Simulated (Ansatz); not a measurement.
# C2H6O2Se: a ladder of functionals and wavefunction methods

One table from this session's results is given with a row withheld; the runs are named, their logs left out.

Method: functionals in def2-TZVPP, the program's frozen cores in correlated methods; program: Ansatz 0.2.0, Gaussian basis.

Levels to be run: LDA (SPW92), PBE-D4, revPBE-D4, BLYP-D4, r2SCAN-D4, B97M-V, PBE0-D4, B3LYP-D4, r2SCANh-D4, r2SCAN0-D4, HSE06-D4, BHLYP-D4, CAM-B3LYP-D4, LC-ωPBE, ωB97X-V, ωB97M-V, B2PLYP, PBE-QIDH; CCSD(T)/def2-SVP; CCSD(T)/def2-TZVPP; MP2/def2-QZVPP; extrapolation to the limit; RPA on PBE.

**The relaxed structure**

An earlier PBE0-D4 in a triple-zeta def2 set relaxation fixed the geometry.

SMILES `C[Se]C(O)O`, 11 atoms, charge 0, spin multiplicity 1.

Atoms are counted from 1 here; the program's logs count them from 0.

Bond lengths: C1–Se2 1.941 Å, C1–H6 1.090 Å, C1–H7 1.089 Å, C1–H8 1.087 Å, Se2–C3 1.970 Å, C3–O4 1.391 Å, C3–O5 1.384 Å, C3–H9 1.093 Å, O4–H10 0.964 Å, O5–H11 0.965 Å. Angles: Se2–C1–H6 106.3°, Se2–C1–H7 110.5°, Se2–C1–H8 109.7°, H6–C1–H7 109.4°, H6–C1–H8 110.1°, H7–C1–H8 110.8°, C1–Se2–C3 98.8°, Se2–C3–O4 107.8°, Se2–C3–O5 108.8°, Se2–C3–H9 109.3°, O4–C3–O5 113.2°, O4–C3–H9 111.8°, O5–C3–H9 105.9°, C3–O4–H10 107.7°, C3–O5–H11 107.5°.

Set-up of the first run:

Contents of in.yaml:

```yaml
crystal:
  periodic: [false, false, false]
  atoms:
    - {symbol: C, position_ang: [-1.370307, 0.393047, 1.259084]}
    - {symbol: Se, position_ang: [0.513670, 0.809599, 1.048302]}
    - {symbol: C, position_ang: [0.778367, 0.096391, -0.768539]}
    - {symbol: O, position_ang: [0.102150, -1.116136, -0.850751]}
    - {symbol: O, position_ang: [2.136226, -0.019989, -1.009370]}
    - {symbol: H, position_ang: [-1.637359, 0.689064, 2.273106]}
    - {symbol: H, position_ang: [-1.967856, 0.961129, 0.548060]}
    - {symbol: H, position_ang: [-1.526588, -0.674136, 1.127425]}
    - {symbol: H, position_ang: [0.405937, 0.819494, -1.498878]}
    - {symbol: H, position_ang: [0.129950, -1.405858, -1.769974]}
    - {symbol: H, position_ang: [2.501310, -0.609607, -0.337963]}
basis:
  gaussian: {orbitals: def2-TZVPP}
hamiltonian: {xc: lda}
output: {orbitals: {seedname: orbitals}}
```

Steps of the session up to this table: LDA; PBE-D4 (GGA); revPBE-D4 (GGA); BLYP-D4 (GGA); r2SCAN-D4 (meta-GGA); B97M-V (meta-GGA); PBE0-D4 (hybrid); B3LYP-D4 (hybrid); r2SCANh-D4 (hybrid); r2SCAN0-D4 (hybrid); HSE06-D4 (hybrid); BHLYP-D4 (hybrid); CAM-B3LYP-D4 (range-separated); LC-ωPBE (range-separated); ωB97X-V (range-separated); ωB97M-V (range-separated); B2PLYP (double hybrid); PBE-QIDH (double hybrid).

One table of the session follows, with a row left open; its other results are not shown here.

It belongs to the step «Orbital energies across the functionals». 

| functional | HOMO (eV) | gap (eV) |
| --- | --- | --- |
| LDA (SPW92) | -5.28 | 4.35 |
| PBE-D4 | -5.14 | 4.42 |
| revPBE-D4 | -5.08 | 4.46 |
| BLYP-D4 | -5.00 | 4.35 |
| r2SCAN-D4 | -5.38 | 4.95 |
| B97M-V | -5.48 | 5.01 |
| PBE0-D4 | -6.29 | 6.50 |
| B3LYP-D4 | -6.08 | 6.00 |
| r2SCANh-D4 | -5.80 | 5.71 |
| r2SCAN0-D4 | -6.45 | 6.84 |
| HSE06-D4 | -5.90 | 5.72 |
| BHLYP-D4 | -7.33 | 8.41 |
| CAM-B3LYP-D4 | -7.63 | 8.81 |
| LC-ωPBE | -8.98 | 11.42 |
| ωB97X-V | ? | ? |
| ωB97M-V | -8.51 | 10.52 |

Q: Estimate the row for ωB97X-V from the others.

The run gave: HOMO (eV): -8.63; gap (eV): 10.90. In the column «HOMO (eV)» it lies between LC-ωPBE (-8.98) and ωB97M-V (-8.51).
